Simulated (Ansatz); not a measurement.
What does this script print? It uses the Ansatz DFT code, driven from Python.

Contents of `input.yaml`:
```yaml
crystal:
  lattice:
    - [0.0, 1.973752, 6.208803]
    - [1.875332, 0.0, 6.208803]
    - [1.875332, 1.973752, 0.0]
  atoms:
    - { symbol: Mo, position: [0.340579, 0.340579, 0.659421] }
    - { symbol: Mo, position: [0.659421, 0.659421, 0.340579] }
    - { symbol: Rh, position: [0.0, 0.0, 0.0] }
kpoints:
  mp_grid: { grid: [9, 9, 9] }
hamiltonian:
  xc: lda
scf:
  occupations: { method: gaussian, width: 0.1 }
basis:
  ecutwfc: "16 Ha"
output:
  stress: true
  eigenvalues: true
```

`yaml_run_mo2rh.py`
```python
# -*- coding: utf-8 -*-
"""Mo2Rh from YAML text."""

import warnings

import ansatz as az
import numpy as np

warnings.simplefilter("ignore", az.DeckWarning)

res = az.Session.from_deck("input.yaml").plan().execute()
rep = res.report

energy = rep["free_energy_ev"]
print("Mo2Rh: {:.6f} eV = {:.6f} Ry = {:.6f} Ha".format(energy, energy / 13.605693, energy / 27.211386))
print("Fermi level {:.4f} eV, {} k-points, {} symmetry operations".format(rep["fermi_energy_ev"], rep["n_kpoints"], rep["n_symmetry_ops"]))

gap = None if "band_edges_ev" not in rep else rep["band_edges_ev"][1] - rep["band_edges_ev"][0]
print("gap on the k mesh:", "withheld (metal, or smearing too wide to tell)" if gap is None else f"{gap:.3f} eV")
print("lowest empty less highest filled band, by band count:", round(rep["gap_by_band_count_ev"], 3), "eV")

# the stress is positive in compression
stress = np.array(rep["stress_gpa"])
print(f"pressure {np.trace(stress) / 3:.3f} GPa")
print(np.round(stress, 3) + 0.0)

terms = rep["components"]
print({name: round(terms[name], 3) for name in ("e_kinetic", "e_hartree", "e_xc", "e_local", "e_nonlocal")})

used = rep["setup"]
print("cutoffs (eV):", used["ecut_ev"], used["ecutrho_ev"], " FFT grid:", used["fft_dense"])
print("cell volume {:.3f} A^3, {} symmetry operations".format(used["cell_volume_ang3"], used["n_sym_ops"]))
```

```console
$ python yaml_run_mo2rh.py
Mo2Rh: -15964.399404 eV = -1173.361725 Ry = -586.680862 Ha
Fermi level 20.5031 eV, 125 k-points, 8 symmetry operations
gap on the k mesh: withheld (metal, or smearing too wide to tell)
lowest empty less highest filled band, by band count: -3.006 eV
pressure -15.552 GPa
[[-15.157   0.      0.   ]
 [  0.    -16.065   0.   ]
 [  0.      0.    -15.435]]
{'e_kinetic': 1453.254, 'e_hartree': 1191.211, 'e_xc': -584.787, 'e_local': -3420.955, 'e_nonlocal': 654.504}
cutoffs (eV): 435.382179935808 1741.528719743232  FFT grid: [20, 45, 20]
cell volume 45.963 A^3, 8 symmetry operations
```

What to keep in mind:
- Total energies depend on the potentials; only differences at equal settings carry meaning. A total without «per atom» is that of the cell as typed.
- The energy terms are those on the plane-wave grid, with the one-centre PAW part apart; the terms shown are only some of the summands, so they needn't add up to F.
- The mesh is modest for a metal, so energies can be off by several to tens of meV an atom and pressures by half a GPa or more; differences at equal mesh fare better.
- An absolute Fermi energy rests on an arbitrary zero of the periodic potential and has no direct meaning.
- A gap by band count of zero or less means overlapping bands, a metal, and at an odd count of electrons it is no gap at all.
- Pressure is positive in compression.
- At these settings the cell as given stands under about -16 GPa, so it isn't at this functional's equilibrium volume.
- This cell is a computed structure, which may not be the phase found in nature.
- Gaps and levels are Kohn-Sham values on a finite set of k-points, without spin-orbit coupling.
- It ran for 4.3 s on 1 thread of Intel(R) Xeon(R) 6975P-C (Granite Rapids) (shared host), peak memory 0.47 GiB.

(A comment or docstring line of the script was reworded after the run, the code is as it ran; lines on the test bed's own set-up are left out of the output.)
